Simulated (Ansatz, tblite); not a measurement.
# (HBAsH)3 ring (B3As3H6): rung by rung

How do method and basis change the picture of (HBAsH)3 ring (B3As3H6) (singlet)?

Method: as each input shows; program: Ansatz 0.2.0, Gaussian basis.

The runs, in order: GFN1-xTB, GFN2-xTB, PBE-D4/def2-TZVP, r2SCAN-D4/def2-TZVP, LDA/def2-TZVP, ωB97M-V/def2-TZVP, B97M-V/def2-TZVP, PBE-D4/def2-SVP, PBE0-D4/def2-SVP, HF/STO-3G, PBE0-D4/def2-TZVPD, PBE-D4/def2-TZVPD, LDA/def2-TZVPD, CCSD(T)/def2-SVP, MP2/def2-TZVP, RPA/def2-TZVP.

2 further runs of the same task are left out: 2 set aside as unsound or not needed.

**1. The geometry**

The geometry is that of the singlet, from an earlier relaxation (PBE-D4/def2-SVP).

12 atoms, charge 0, spin multiplicity 1.

Bond lengths: B1–H2 1.216 Å, B1–As3 2.011 Å, B1–As9 2.038 Å, As3–B4 2.011 Å, As3–H10 1.534 Å, B4–H5 1.216 Å, B4–As6 2.038 Å, As6–B7 1.997 Å, As6–H11 1.541 Å, B7–H8 1.222 Å, B7–As9 1.997 Å, As9–H12 1.541 Å. Angles: H2–B1–As3 116.4°, H2–B1–As9 115.4°, As3–B1–As9 128.2°, B1–As3–B4 91.7°, B1–As3–H10 99.8°, B4–As3–H10 99.8°, As3–B4–H5 116.4°, As3–B4–As6 128.2°, H5–B4–As6 115.4°, B4–As6–B7 80.2°, B4–As6–H11 90.8°, B7–As6–H11 103.8°, As6–B7–H8 108.6°, As6–B7–As9 141.2°, H8–B7–As9 108.6°, B1–As9–B7 80.2°, B1–As9–H12 90.8°, B7–As9–H12 103.8°.

PBE0-D4/def2-TZVP was run before; its log isn't repeated, and its numbers join the tables.

**2. GFN1-xTB**

Tight binding, by tblite at 300 K electronic temperature and without a spin-polarisation term:

```python
tblite.interface.Calculator('GFN1-xTB', numbers, positions, charge=0, uhf=0).singlepoint()
```

Energy -393.8706 eV, HOMO -10.26 eV, LUMO -8.08 eV; 0.01 s.

**3. GFN2-xTB**

Tight binding, by tblite at 300 K electronic temperature and without a spin-polarisation term:

```python
tblite.interface.Calculator('GFN2-xTB', numbers, positions, charge=0, uhf=0).singlepoint()
```

Energy -374.8491 eV, HOMO -9.75 eV, LUMO -7.44 eV; 0.008 s.

**4. PBE-D4/def2-TZVP**

start.molden holds the orbitals of an earlier run on this state, given as this run's starting guess.

Input file in.yaml:

```yaml
crystal:
  periodic: [false, false, false]
  atoms:
    - {symbol: B, position_ang: [-0.682307, -1.181243, -0.773893]}
    - {symbol: H, position_ang: [-0.785165, -1.512146, -1.938964]}
    - {symbol: As, position_ang: [1.081776, -1.563469, 0.113326]}
    - {symbol: B, position_ang: [1.491023, 0.398790, 0.278474]}
    - {symbol: H, position_ang: [2.417748, 0.816409, -0.388062]}
    - {symbol: As, position_ang: [0.517923, 1.798173, 1.395509]}
    - {symbol: B, position_ang: [-0.912259, 0.410004, 1.268381]}
    - {symbol: H, position_ang: [-0.708322, -0.439522, 2.122662]}
    - {symbol: As, position_ang: [-2.319210, -0.264415, 0.021683]}
    - {symbol: H, position_ang: [1.926302, -1.902410, -1.121869]}
    - {symbol: H, position_ang: [0.295539, 2.671768, 0.145377]}
    - {symbol: H, position_ang: [-2.323058, 0.768061, -1.122616]}
basis:
  gaussian: {orbitals: def2-TZVP, initial_orbitals: start.molden}
hamiltonian: {xc: pbe, dispersion: d4}
scf: {omitted_lower_state_checks: [starts]}
output: {forces: true, orbitals: {seedname: orbitals}}
```

Run with:

```
$ ansatz run in.yaml --threads 4 --pin off --events-out ev --progress --plain --max-ram 8704MiB
```

The runs that follow: r2SCAN-D4/def2-TZVP; LDA/def2-TZVP; ωB97M-V/def2-TZVP; B97M-V/def2-TZVP; PBE-D4/def2-SVP; PBE0-D4/def2-SVP; HF/STO-3G; PBE0-D4/def2-TZVPD; PBE-D4/def2-TZVPD; LDA/def2-TZVPD; CCSD(T)/def2-SVP; MP2/def2-TZVP; RPA/def2-TZVP.

Before running them: what should the planned runs give, taken together? Wanted: gap in def2-TZVP, named functionals, smallest and largest; correlation energy, CCSD(T)/def2-SVP; correlation energy, MP2/def2-TZVP; binding an atom, CCSD(T)/def2-SVP; PBE0 total energy, smallest basis above largest.

**Answer**, as computed:

| quantity | value |
| --- | --- |
| gap in def2-TZVP, named functionals, smallest and largest | 2.81 eV (LDA), 8.51 eV (ωB97M-V) |
| correlation energy, CCSD(T)/def2-SVP | -28.28 eV |
| correlation energy, MP2/def2-TZVP | -29.88 eV |
| binding an atom, CCSD(T)/def2-SVP | 2.873 eV |
| PBE0 total energy, smallest basis above largest | 24.66 eV (def2-SVP, def2-TZVPD) |

In words: Over the named functionals in def2-TZVP the gap runs from 2.81 eV (LDA) to 8.51 eV (ωB97M-V); exact exchange widens it. A small miss in a minimal or small basis is a cancelling of errors, not accuracy. The functionals in def2-TZVP miss CCSD(T)/def2-SVP by +0.245 (ωB97M-V) to +0.789 eV (LDA) an atom. The yardstick is in a double-zeta basis, so levels in larger sets aren't compared like for like. CCSD(T)/def2-SVP isn't at the basis-set limit; small misses against it rank nothing.
